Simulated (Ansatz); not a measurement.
# Lu (bcc type): how the settings move a single-point run

Question: which choices in the input matter for Lu (bcc type)?

Program: Ansatz 0.2.0. Level of theory: reference: DFT, PBEsol, all-electron PAW with datasets made for the crystal, scalar-relativistic. These are calculated values, not measurements.

## Step 1: The structure to begin with

Symmetry: Im-3m, No. 229, cubic system. Conventional cell: a = 3.360 Å, b = 3.360 Å, c = 3.360 Å, α = 90.00°, β = 90.00°, γ = 90.00°. Lu (site symmetry m-3m) has 8 Lu at 2.91 Å in its first shell of neighbours.

Coordinates:

```cif
data_structure
_symmetry_space_group_name_H-M 'Im-3m'
_symmetry_Int_Tables_number 229
_cell_length_a 3.3598
_cell_length_b 3.3598
_cell_length_c 3.3598
_cell_angle_alpha 90.000
_cell_angle_beta 90.000
_cell_angle_gamma 90.000
_cell_volume 37.93
loop_
_atom_site_label
_atom_site_type_symbol
_atom_site_symmetry_multiplicity
_atom_site_Wyckoff_symbol
_atom_site_fract_x
_atom_site_fract_y
_atom_site_fract_z
_atom_site_occupancy
Lu1 Lu 2 a 0.00000 0.00000 0.00000 1
```

## Step 2: Baseline

input.yaml

```yaml
crystal:
  lattice:
    - [-1.6798878792, 1.6798878792, 1.6798878792]
    - [1.6798878792, -1.6798878792, 1.6798878792]
    - [1.6798878792, 1.6798878792, -1.6798878792]
  atoms:
    - { symbol: Lu, position: [0.0, 0.0, 0.0] }
kpoints:
  mp_grid: { grid: [16, 16, 16] }
scf:
  occupations: { method: fermi_dirac, width: 0.05 }
hamiltonian:
  xc: pbesol
  pseudopotentials: { kind: all_electron, datasets: crystal }
output:
  forces: true
  stress: true
  eigenvalues: true
```

Started as:

```bash
$ ansatz run input.yaml --threads 1 --pin off --max-ram 2048MiB --backend cpu --events-out ev --progress --plain --runs-dir out
```

## Step 3: Changed: occupations.method cold

Edit input.yaml of step 2 so:

```diff
@@ -10,3 +10,3 @@
 scf:
-  occupations: { method: fermi_dirac, width: 0.05 }
+  occupations: { method: cold, width: 0.05 }
 hamiltonian:
```

## Step 4: Changing settings: xc_grid 3

Edit input.yaml of step 2 so:

```diff
@@ -18 +18,3 @@
   eigenvalues: true
+basis:
+  xc_grid: 3
```

Before running it: what results should come out? Wanted: for each run, ending; energy change; pressure; gap; force.

The runs gave:

```tsv
run	ending	energy change	pressure (GPa)	gap (eV)	force (eV/Å)	cycles	time
reference	converged	0	32.3	0.00	0.00	10	14 s
1: occupations.method cold	converged	+0.3 meV/atom (σ→0)	32.2	0.00	0.00	10	13 s
2: xc_grid 3	converged	0.0 meV/atom	32.3	0.00	0.00	10	14 s
```

Residual by cycle in the longest SCF loop of each run; runs are numbered as in the table. The quantity is the density residual dr2, in eV.

```tsv
cycle	reference	run 1	run 2
1	0.312	0.312	0.312
2	0.0381	0.0372	0.0381
3	0.0385	0.0392	0.0385
4	0.00233	0.00233	0.00233
5	9.7e-4	9.7e-4	9.7e-4
6	4.8e-5	4.8e-5	4.8e-5
7	1.9e-6	1.8e-6	1.9e-6
8	4.2e-7	4.4e-7	4.2e-7
9	1.0e-8	1.2e-8	1.0e-8
10	6.2e-11	9.0e-11	6.1e-11
```

**Reading.** The pressure spans 32.2 to 32.3 GPa over the reference and the converged variants. The structure is not at rest: the sound run finds 32 GPa, so these are no properties of the relaxed crystal. 
